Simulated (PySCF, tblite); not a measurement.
**C₄H₅FO₃Si: geometry, infrared bands and NMR shifts**

Aim: predict the infrared bands and NMR shifts of C₄H₅FO₃Si (`O=C1OCC=C1O[SiH2]F`).

Computed with tblite 0.8.0 and PySCF 2.14.0, with density-fitted response routines of our own, on a single molecule in the gas phase. Atoms count from 0, in the outputs and in this text.

## Step 1: The starting structure

14 atoms, charge 0, multiplicity 1; geometry from: force field or distance geometry start.

Bonds of the start (Å): O0–C1 1.23, C1–O2 1.35, O2–C3 1.44, C3–C4 1.46, C4–C5 1.33, C5–O6 1.38, O6–Si7 1.67, Si7–F8 1.60, C5–C1 1.48, C3–H9 1.10, C3–H10 1.09, C4–H11 1.08, Si7–H12 1.48, Si7–H13 1.48.

## Step 2: Geometry optimisation with GFN2-xTB

Job settings and geometry (Å):

```
{"job": {"kind": "relax", "xc": "GFN2-xTB", "basis": "xTB"}, "charge": 0, "multiplicity": 1}
O      0.273200    -1.984200     0.621100
C     -0.479100    -1.071400     0.272000
O     -1.822400    -1.174200     0.192500
C     -2.370100     0.087000    -0.246100
C     -1.195500     0.949000    -0.389000
C     -0.077200     0.299000    -0.101600
O      1.177100     0.868000    -0.162300
Si     2.581500     0.054700     0.217500
F      3.804700     1.065300     0.015200
H     -3.061800     0.454300     0.529200
H     -2.908200    -0.062800    -1.182200
H     -1.244700     1.978800    -0.711200
H      2.761400    -1.087300    -0.709100
H      2.560400    -0.376500     1.632000
```

Run with:

```
> OMP_NUM_THREADS=1 python probes_run.py task.json out
```

The driver reads the jobs from task.json and runs them one after another.

**Question.** This job is followed by: GFN2-xTB harmonic vibrations, gas phase; GIAO PBE0/pcSseg-1 NMR shielding, non-relativistic, gas phase. What will the session give for the following? strongest single infrared mode (GFN2-xTB); zero-point energy (GFN2-xTB); ¹³C shifts against TMS (PBE0/pcSseg-1); ¹H shifts against TMS (PBE0/pcSseg-1, means over atoms taken as alike); ¹⁷O shifts against H2O (PBE0/pcSseg-1); ²⁹Si shifts against TMS (PBE0/pcSseg-1); ¹⁹F shifts against CFCl3 (PBE0/pcSseg-1); surface potential, 1st and 99th percentile.

**Answer**, as computed:

| quantity | value |
| --- | --- |
| strongest single infrared mode (GFN2-xTB) | 1790 cm⁻¹, 666 km/mol |
| zero-point energy (GFN2-xTB) | 54.6 kcal/mol |
| ¹³C shifts against TMS (PBE0/pcSseg-1) | 179.8, 150.9, 121.3, 72.7 ppm |
| ¹H shifts against TMS (PBE0/pcSseg-1, means over atoms taken as alike) | 6.18, 5.33, 5.17 ppm |
| ¹⁷O shifts against H2O (PBE0/pcSseg-1) | 372.1, 207.8, 110.9 ppm |
| ²⁹Si shifts against TMS (PBE0/pcSseg-1) | -22.4 ppm |
| ¹⁹F shifts against CFCl3 (PBE0/pcSseg-1) | -165.0 ppm |
| surface potential, 1st and 99th percentile | -1.36 V and 1.60 V |

What this shows: Over 37 steps the energy fell by 0.401 eV; of the close pairs, C5–O6 changed most, 1.379 to 1.314 Å. No mode is imaginary among the 36: a minimum at this level. The strongest single mode, at 1790 cm⁻¹, moves mainly C1 and O0. Unscaled tight-binding wavenumbers are off by several per cent, some by more. Its intensities can rank the bands wrongly. H11 (hydrogen on a β carbon of a C=C–C=O unit) lies farthest downfield among hydrogen, at 6.18 ppm; olefinic region. At PBE0/pcSseg-1: Shielding is most anisotropic at O0 (span 582 ppm, paramagnetic term -439 ppm). By nearest atom (PBE0/pcSseg-1), the HOMO sits on C4 31 %; O6 22 % and the LUMO on C1, C4 about 23 % each; O0 15 %.
